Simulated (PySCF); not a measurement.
# Te: excitation energy in x2c-QZVPPall

Each state of tellurium is computed at each level; their differences give the excitation energy. How far do the methods differ?

The numbers are computed with PySCF 2.14.0 (unrestricted determinants in a Gaussian basis, no spin-orbit coupling in the energies), except any that are marked as measured or tabulated.

## 1. The system

| Property | Result |
| --- | --- |
| Element | tellurium (Z = 52) |
| Basis | x2c-QZVPPall |
| Hamiltonian | scalar relativity by spin-free X2C-1e |
| State 1 | Te: [Kr] 4d10 5s1 5p5, high-spin 3P determinant (an excited configuration) |
| Needed too, but not shown | Te [Kr] 4d10 5s2 5p4 (3P) |
| Methods | CCSD(T) |
| Core shells frozen in the correlated runs | valence: [Kr] 4d10 (for Te) |

Outer shells as boxes (Hund's rule):

Te [Kr] 4d10 5s1 5p5
```
[Kr] core
4d [↑↓][↑↓][↑↓][↑↓][↑↓]
5s [↑ ]
5p [↑↓][↑↓][↑ ]
```

One driver process ran all states and methods and kept the integrals in memory. Each run is shown as a PySCF script that sums up its settings (the driver passes frozen orbitals as a list and adds second-order terms of double hybrids); the logs are those of the runs themselves. The driver starts from symmetry-adapted Hartree-Fock orbitals, holds the occupation by maximum overlap and uses a logarithmic radial grid for functionals, so a plain start would take other cycles.

The integrals over 112 functions and the set-up took 8.6 s of CPU time.

## 2. Te [Kr] 4d10 5s1 5p5, at CCSD(T) (valence)

**CCSD(T) (valence)**

File input.py:

```python
from pyscf import gto, scf, dft, mp, cc
import basis_set_exchange as bse
mol = gto.M(atom="Te 0 0 0", charge=0, spin=2, symmetry="D2h",
            basis=gto.basis.parse(bse.get_basis("x2c-QZVPPall", elements=["Te"], fmt="nwchem")),
            nucmod="G")
mf = scf.UHF(mol).sfx2c1e()
mf.irrep_nelec = {'Ag': (9, 8), 'B1g': (2, 2), 'B2g': (2, 2), 'B3g': (2, 2), 'B1u': (4, 4), 'B2u': (4, 4), 'B3u': (4, 3)}
mf.kernel()
mycc = cc.CCSD(mf, frozen=23).run()
mycc.ccsd_t()
```

Before running it: what results should come out?

**Answer**, as computed:

| quantity | value |
| --- | --- |
| excitation energy, Te → [Kr] 4d10 5s1 5p5 | UHF 9.979, CCSD(T) (valence) 7.905 eV |

Each level's miss (mean over 1 difference):

```csv
method,mean absolute miss against CCSD(T) (valence) (eV)
UHF,2.074
MP2 (valence),1.295
SCS-MP2 (valence),1.196
CCSD (valence),0.481
CCSD(T) (valence),0.000
```

**Reading.** The methods span 2.074 eV, from CCSD(T) (valence) (7.905) to UHF (9.979). No reference value is at hand in this session. All values hold for this basis alone; no basis-set limit was taken.
